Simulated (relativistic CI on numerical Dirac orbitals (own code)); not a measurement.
# Hg VIII (Hg⁷⁺): levels and lines

Aim: the low levels of Hg⁷⁺, their labels and the strongest lines; further runs change one setting each.

Program: relativistic CI on numerical Dirac orbitals (own code) version 4. Level of theory: Dirac-Coulomb-Breit CI, KLI orbitals optimised for each configuration, model QED (radiative potential, 1s self-energy scaled to tabulated hydrogen-like ionisation energies). These are calculated values, not measurements, unless marked.

## (1) The atom as given

- ion: Hg⁷⁺ (Hg VIII)
- nuclear charge: 80
- electrons: 73
- isotope: A = 202
- first configuration typed: [Xe] 4f14 5d5

The outer shells:

first configuration typed
```
[Xe] core
4f [↑↓][↑↓][↑↓][↑↓][↑↓][↑↓][↑↓]
5d [↑ ][↑ ][↑ ][↑ ][↑ ]
```

## (2) Base run

Input settings:

```ini
atom Hg  Z=80  charge=7  electrons=73
nucleus A=202  rms_radius_fm=5.4648
hamiltonian dirac-coulomb  breit=on  qed=on  c_scale=1
orbitals kli  potential=per-configuration
slater_scale 1
correlation none
mixing on
configurations
  [Xe] 4f14 5d5
  [Xe] 4f14 5d4 6s
  [Xe] 4f14 5d4 5f
  [Xe] 4f14 5d4 6p
  [Kr] 4d10 4f14 5s2 5p5 5d6
  [Xe] 4f14 5d3 6s 6p
  [Xe] 4f14 5d4 5g
  [Xe] 4f14 5d3 5f 6s
  [Xe] 4f14 5d4 6d
  [Xe] 4f14 5d4 7s
  [Kr] 4d10 4f14 5s 5p6 5d6
  [Xe] 4f14 5d3 6s2
  [Xe] 4f14 5d2 5f 6s2
  [Xe] 4f14 5d2 6s2 6p
  [Xe] 4f14 5d2 5g 6s2
  [Xe] 4f14 5d2 6s2 6d
  [Kr] 4d10 4f14 5p6 5d7
  [Kr] 4d10 4f14 5p5 5d8
end
```

Command:

```sh
$ python run_levels.py task.json out
```

One command runs all members of the session, one after another, from task.json.

## (3) Correlation estimate p86

Settings: those of step 2 with these lines changed.

```diff
@@ -5,3 +5,3 @@
 slater_scale 1
-correlation none
+correlation p86
 mixing on
```

## (4) Without configuration mixing

Settings: those of step 3 with these lines changed.

```diff
@@ -5,4 +5,4 @@
 slater_scale 1
-correlation p86
-mixing on
+correlation none
+mixing off
 configurations
```

## (5) One common potential

Settings: those of step 4 with these lines changed.

```diff
@@ -3,6 +3,6 @@
 hamiltonian dirac-coulomb  breit=on  qed=on  c_scale=1
-orbitals kli  potential=per-configuration
+orbitals kli  potential=mean
 slater_scale 1
 correlation none
-mixing off
+mixing on
 configurations
```

(Steps that only read results are left out.)

**Question.** What will these runs give? Wanted: lowest level; first excitation; lowest level of the other parity; fastest E1 line; ionisation energy.

**Answer**, as computed:

| run | time | mean size of shift, levels followed (cm⁻¹) | lowest level | ionisation energy (eV) |
| --- | --- | --- | --- | --- |
| main run | 3.8 s | 0 | 5d5 6S5/2 | 113.98 |
| correlation estimate p86 | 3.9 s | 9.2 | 5d5 6S5/2 | 115.50 |
| without configuration mixing | 3.8 s | 760 | 5d5 6S5/2 | - |
| one common potential | 1.9 s | 45.0 | 5d5 6S5/2 | - |

The tabulated theoretical ionisation energy (NIST) is 113.9 eV.

| quantity | value |
| --- | --- |
| lowest level | 5d5 6S5/2 |
| first excitation | 5d5 [5d5/2] J=5/2, 22522 cm⁻¹ |
| lowest level of the other parity | 5d4 6p [5d3/2^4 6p1/2] J=1/2°, 286544 cm⁻¹ |
| levels in the model | 2578 |
| fastest E1 line (by rate) to the lowest level among the lowest 200 of 2578 levels | 31.61 nm, from 5d4 6p [5d3/2^3 5d5/2 6p1/2] J=7/2° (ii) |
| ionisation energy | 113.98 eV |
| ionisation energy, tabulated theoretical (NIST) | 113.9 eV |

**Reading.** 5d5 6S5/2 comes out lowest; its LS label holds 77 % and its jj label 41 %; over the low levels the means are 54 and 67 %, so jj coupling describes them better. The ionisation energy agrees with the tabulated theoretical value within its uncertainty of 2.1 eV. Of the changes tried, the run «without configuration mixing» moves the low levels most, by 760 cm⁻¹ on average. Lifetimes count radiative decay inside the model alone.
